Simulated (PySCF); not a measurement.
# A gas-phase reaction: CH4OZn + BrH → BrHOZn + CH4

Aim: the reaction energy of `[CH3][Zn][OH]` + `Br` → `[OH][Zn][Br]` + `C`.

Programs: PySCF 2.14.0. All values are calculated, for the isolated system unless a continuum is named. Atoms count from 0, parts from 1.

## 1. Starting point

Each species was relaxed by itself at PBE0-D3(BJ)/def2-SVPD.

## 2. Energies of the species: wB97M-D3(BJ)/def2-TZVPD

What the job is given:

```
{"job": {"kind": "react", "xc": "wB97M-D3(BJ)", "basis": "def2-TZVPD"}, "charge": 0, "multiplicity": 1}
-1 CH4OZn charge 0 multiplicity 1
C     -1.071870     0.298990    -0.556140
Zn     0.588870    -0.248350     0.242360
O      2.130580    -0.877440     0.896870
H     -1.115680     1.390620    -0.684050
H     -1.930950    -0.001910     0.061400
H     -1.197110    -0.158300    -1.549100
H      2.596160    -0.403560     1.588680

-1 BrH charge 0 multiplicity 1
Br     0.715040    -0.006040     0.005760
H     -0.708570     0.009550    -0.006400

+1 BrHOZn charge 0 multiplicity 1
O     -0.363170     0.267030    -1.268220
Zn     0.148790    -0.301310     0.337420
Br     0.810060    -1.159710     2.295690
H     -0.595670     1.193990    -1.364890

+1 CH4 charge 0 multiplicity 1
C      0.000290     0.001060     0.001600
H     -0.626630    -0.803330    -0.402510
H     -0.428140     0.972400    -0.274660
H      0.042630    -0.082390     1.094590
H      1.013280    -0.082480    -0.411020
```

With the program's defaults for keys left out, this is: wB97M-D3(BJ)/def2-TZVPD reaction energy of separated species, gas phase.

Run with:

```sh
> OMP_NUM_THREADS=1 python cluster_run.py task.json out
```

One launch serves the whole session: the jobs run in the order shown.

**Question.** The jobs that follow are: PBE0-D3(BJ)/def2-TZVPD reaction energy of separated species, gas phase; MP2/def2-TZVPD reaction energy of separated species, gas phase. Predict: reaction energy (wB97M-D3(BJ)/def2-TZVPD); ΔH, ΔG at 298 K (xTB thermal terms). Thermal terms come from harmonic xTB runs on each species.

**Answer**, as computed:

```
                                                quantity                      value
               reaction energy (wB97M-D3(BJ)/def2-TZVPD)            -36.59 kcal/mol
                     ΔH, ΔG at 298 K (xTB thermal terms)      -32.7, -32.7 kcal/mol
range of the reaction energy over the runs of this table  -37.24 to -36.33 kcal/mol
```

The reaction is exothermic by 32.7 kcal/mol in the gas phase; dispersion gives +0.28, and xTB itself gave -43.40 for the electronic energy (xTB energies and thermal terms come from the earlier relaxation of each species, not shown). No barrier was sought. The reaction energy runs from -37.24 (PBE0-D3(BJ)/def2-TZVPD) to -36.33 kcal/mol (MP2/def2-TZVPD).
